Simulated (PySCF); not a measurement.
# H4PbS4 (Pb(SH)4): the cost of one run

Computed with PySCF 2.14.0. Level: B3LYP, Pb def2-SVP with ECP60, S def2-SVP, H def2-SVP; scalar-relativistic core potentials, no spin–orbit coupling.

3 further runs of the same task are left out: 2 for a known fault of the program, 1 that didn't finish.

## (1) The starting structure

9 atoms, charge 0, spin multiplicity 1.

Bond lengths: Pb1–S2 2.548 Å, Pb1–S4 2.548 Å, Pb1–S6 2.548 Å, Pb1–S8 2.548 Å, S2–H3 1.355 Å, S4–H5 1.355 Å, S6–H7 1.355 Å, S8–H9 1.355 Å. Angles: S2–Pb1–S4 115.5°, S2–Pb1–S6 106.6°, S2–Pb1–S8 106.6°, S4–Pb1–S6 106.6°, S4–Pb1–S8 106.6°, S6–Pb1–S8 115.5°, Pb1–S2–H3 92.2°, Pb1–S4–H5 92.2°, Pb1–S6–H7 92.2°, Pb1–S8–H9 92.2°.

As a file:

```csv
atom,x (Å),y (Å),z (Å)
Pb1,0.0000,0.0000,0.0000
S2,1.4796,1.5660,1.3599
H3,2.4297,0.6131,1.5208
S4,-1.4796,-1.5660,1.3599
H5,-2.4297,-0.6131,1.5208
S6,1.5660,-1.4796,-1.3599
H7,0.6131,-2.4297,-1.5208
S8,-1.5660,1.4796,-1.3599
H9,-0.6131,2.4297,-1.5208
```

Formal oxidation states: Pb +4. An earlier session relaxed this geometry at B3LYP, Pb def2-SVP with ECP60, S def2-SVP, H def2-SVP (singlet, point group S4).

Its energy there is -1787.742216 Eh.

## (2) Multiplicity 3 at the relaxed geometry

The input, run.py (the lines that set the calculation):

```python
mol = gto.M(atom='''
Pb     0.00000     0.00000     0.00000
S      1.47957     1.56600     1.35987
H      2.42968     0.61312     1.52076
S     -1.47957    -1.56600     1.35987
H     -2.42968    -0.61312     1.52076
S      1.56600    -1.47957    -1.35987
H      0.61312    -2.42968    -1.52076
S     -1.56600     1.47957    -1.35987
H     -0.61312     2.42968    -1.52076''',
    basis={'Pb': 'def2-SVP', 'S': 'def2-SVP', 'H': 'def2-SVP'},
    ecp={'Pb': 'def2-SVP'},
    charge=0, spin=2)
mf = dft.UKS(mol, xc='B3LYP')
mf.grids.atom_grid = (50, 194)
mf = mf.density_fit()  # fitting sets: Pb def2-universal-JKFIT, S def2-universal-JKFIT, H def2-universal-JKFIT
mf.conv_tol = 1e-08; mf.max_cycle = 55
mf.kernel(dm0)  # dm0: free metal ions and neutral atoms
```

The run is started by

```console
> OMP_NUM_THREADS=2 python run.py
```

**Question.** How long does this run take on 2 threads of Arm Neoverse V1, shared host?

About 58 s.
